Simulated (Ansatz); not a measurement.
# MgO (rocksalt type): how the settings move a single-point run

How sensitive is a single-point run of MgO (rocksalt type) to its settings? A reference run comes first, then one run with altered input.

Computed with Ansatz 0.2.0 (reference: DFT, PBEsol, PAW with Ansatz's default frozen-core files, scalar-relativistic, unless a step's input says otherwise).

## Step 1: The system as given

Symmetry: Fm-3m, No. 225, cubic system. Conventional cell: a = 3.453 Å, b = 3.453 Å, c = 3.453 Å, α = 90.00°, β = 90.00°, γ = 90.00°. Around Mg (site symmetry m-3m) lie 6 O at 1.73 Å. O (site symmetry m-3m) is surrounded by 6 Mg at 1.73 Å.

Structure file:

```cif
data_structure
_symmetry_space_group_name_H-M 'Fm-3m'
_symmetry_Int_Tables_number 225
_cell_length_a 3.4528
_cell_length_b 3.4528
_cell_length_c 3.4528
_cell_angle_alpha 90.000
_cell_angle_beta 90.000
_cell_angle_gamma 90.000
_cell_volume 41.16
loop_
_atom_site_label
_atom_site_type_symbol
_atom_site_symmetry_multiplicity
_atom_site_Wyckoff_symbol
_atom_site_fract_x
_atom_site_fract_y
_atom_site_fract_z
_atom_site_occupancy
Mg1 Mg 4 a 0.00000 0.00000 0.00000 1
O1 O 4 b 0.50000 0.00000 0.00000 1
```

## Step 2: Baseline

Input file input.yaml:

```yaml
crystal:
  lattice:
    - [0.0, 1.7264148454, 1.7264148454]
    - [1.7264148454, 0.0, 1.7264148454]
    - [1.7264148454, 1.7264148454, 0.0]
  atoms:
    - { symbol: Mg, position: [0.0, 0.0, 0.0] }
    - { symbol: O, position: [0.5, 0.5, 0.5] }
kpoints:
  mp_grid: { grid: [15, 15, 15] }
scf:
  occupations: { method: fermi_dirac, width: 0.05 }
hamiltonian:
  xc: pbesol
  pseudopotentials: { kind: paw, partial_waves: polarizable }
output:
  forces: true
  stress: true
  eigenvalues: true
```

Launch:

```bash
$ ansatz run input.yaml --threads 1 --pin off --max-ram 2048MiB --backend cpu --events-out ev --progress --plain --runs-dir out
```

## Step 3: Changed: mp_grid.grid [12, 12, 12], scf.algorithm direct_min

Edit input.yaml of step 2 so:

```diff
@@ -9,5 +9,6 @@
 kpoints:
-  mp_grid: { grid: [15, 15, 15] }
+  mp_grid: { grid: [12, 12, 12] }
 scf:
   occupations: { method: fermi_dirac, width: 0.05 }
+  algorithm: direct_min
 hamiltonian:
```

Before running it: what results should come out? Wanted: for each run, ending; energy change; pressure; gap; force.

As calculated:

```csv
run,ending,energy change,pressure (GPa),gap (eV),force (eV/Å),cycles,time
reference,converged,0,321.6,8.75,0.00,6,0.73 s
"1: mp_grid.grid [12, 12, 12], scf.algorithm direct_min",converged,0.0 meV/atom,321.7,8.70,0.00,4,0.92 s
```

Residual by cycle in the longest SCF loop of each run; runs are numbered as in the table. The quantity is the density residual dr2, in eV.

```csv
cycle,reference,run 1
1,0.157,0.158
2,0.00573,0.0208
3,7.8e-4,4.0e-6
4,9.1e-7,1.8e-9
5,5.1e-8,-
6,1.0e-9,-
```

Changing the k-point mesh and solver moves the energy by 0.0 meV/atom, and the gap on the mesh goes from 8.75 to 8.70 eV. Sampling errors of the energy have no fixed sign. A gap read on a mesh depends on which points the mesh holds, and a coarse mesh shifts the density too. The structure is not at rest: the sound run finds 322 GPa, so these are no properties of the relaxed crystal. 

These are semilocal Kohn-Sham gaps, which aren't the measured quantity. Such gaps usually fall short of the measured ones.
